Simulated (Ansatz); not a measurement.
Predict the output of the script below (Ansatz 0.2.0 through its Python package).

`mnir_fsm.py`:
```python
# -*- coding: utf-8 -*-
"""Energy of MnIr against a locked total moment."""

import warnings

import ansatz as az
from pymatgen.core import Lattice, Structure
from pymatgen.io.ase import AseAtomsAdaptor

FUNCTIONAL = "pbesol"
DISPERSION = "d3bj"
MESH = (10, 10, 8)
OCCUPATIONS = "fermi_dirac"
WIDTH_EV = 0.3
BETA = 0.2

warnings.simplefilter("ignore", az.DeckWarning)

pmg_structure = Structure(
    Lattice([(2.72589664, 0.0, 0.0), (0.0, 2.72589664, 0.0), (0.0, 0.0, 3.643)]),
    ["Mn", "Ir"],
    [
        (0.5, 0.5, 0.5),
        (0.0, 0.0, 0.0),
    ],
)
xtal = az.Crystal.from_ase(AseAtomsAdaptor.get_atoms(pmg_structure))

calculation = xtal.calculation()
calculation = calculation.functional(FUNCTIONAL, dispersion=DISPERSION)
calculation = calculation.pseudopotentials("paw").basis(31 * az.Ry, xc_grid=2)
calculation = calculation.kpoints(*MESH, center="gamma").occupations(OCCUPATIONS, width=WIDTH_EV)
calculation = calculation.mixing("anderson", ndim=4, beta=BETA)
# a hard lock holds the total moment, with one Fermi level a spin
rows = []
for total in [0.0, 1.0, 1.9, 2.9, 3.8, 4.8]:
    summary = calculation.spin("collinear", total=total, lock="hard").run().report
    up, down = summary["spin_fermi_energies_ev"]
    rows.append((total, summary["free_energy_ev"], up - down, summary["absolute_magnetization_mub"]))
reference = rows[0][1]
rows = [(m, 1000 * (e - reference), split, size) for m, e, split, size in rows]
for row in rows:
    print("; ".join(f"{name} = {round(v, 4) if isinstance(v, float) else v}" for name, v in zip(["total muB", "F - F(0) meV", "EF up - down eV", "absolute muB"], row)))
best = min(rows, key=lambda row: row[1])
print(f"lowest at {best[0]} muB per cell, {best[1]:.1f} meV against the first point")
```

```console
$ python mnir_fsm.py
RunWarning: this spin-polarised run has no starting moment large enough to seed its density, and nothing else in its deck makes the two spin channels differ, so an SCF from that start keeps the [...]
total muB = 0.0; F - F(0) meV = 0.0; EF up - down eV = 0.0; absolute muB = 0.0
total muB = 1.0; F - F(0) meV = -31.6006; EF up - down eV = -0.0902; absolute muB = 1.2458
total muB = 1.9; F - F(0) meV = -51.4172; EF up - down eV = 0.0265; absolute muB = 2.1186
total muB = 2.9; F - F(0) meV = 25.9603; EF up - down eV = 0.3182; absolute muB = 2.9531
total muB = 3.8; F - F(0) meV = 267.9861; EF up - down eV = 0.7898; absolute muB = 3.8061
total muB = 4.8; F - F(0) meV = 833.5296; EF up - down eV = 1.5043; absolute muB = 4.8007
lowest at 1.9 muB per cell, -51.4 meV against the first point
```
(Warnings from the package without file and line, shortened.)

The lowest point lies at 1.9 μB a cell, 51.4 meV below the point at 0 μB; at 4.8 μB the energy is 885 meV above the lowest.

These settings explore the input space; cutoff and mesh may be short of convergence. Dispersion corrections can be off by several per cent in the lattices of metals, and by several GPa in the pressure at a fixed cell. For a metal this k-point mesh is coarse: on a finer one energies can move by several to tens of meV an atom and pressures by half a GPa or more, differences at one mesh by less. A Fermi-Dirac width this large means warm electrons, whose thermal share enters the free energy. Spin-orbit coupling, which matters for elements this heavy, is left out. The structure is a deposited one; some such entries were measured under pressure or heat, so a shift against it needn't be the functional's error alone. Only points where the Fermi levels of the two spins meet (minima, maxima and zero moment) are free solutions; a shallow minimum can lie between the points. The script silences the warnings on its input, which a real study should read. The whole script took 80 s on 1 thread of Arm Neoverse V2, with other jobs on the host, peak memory 0.54 GiB.
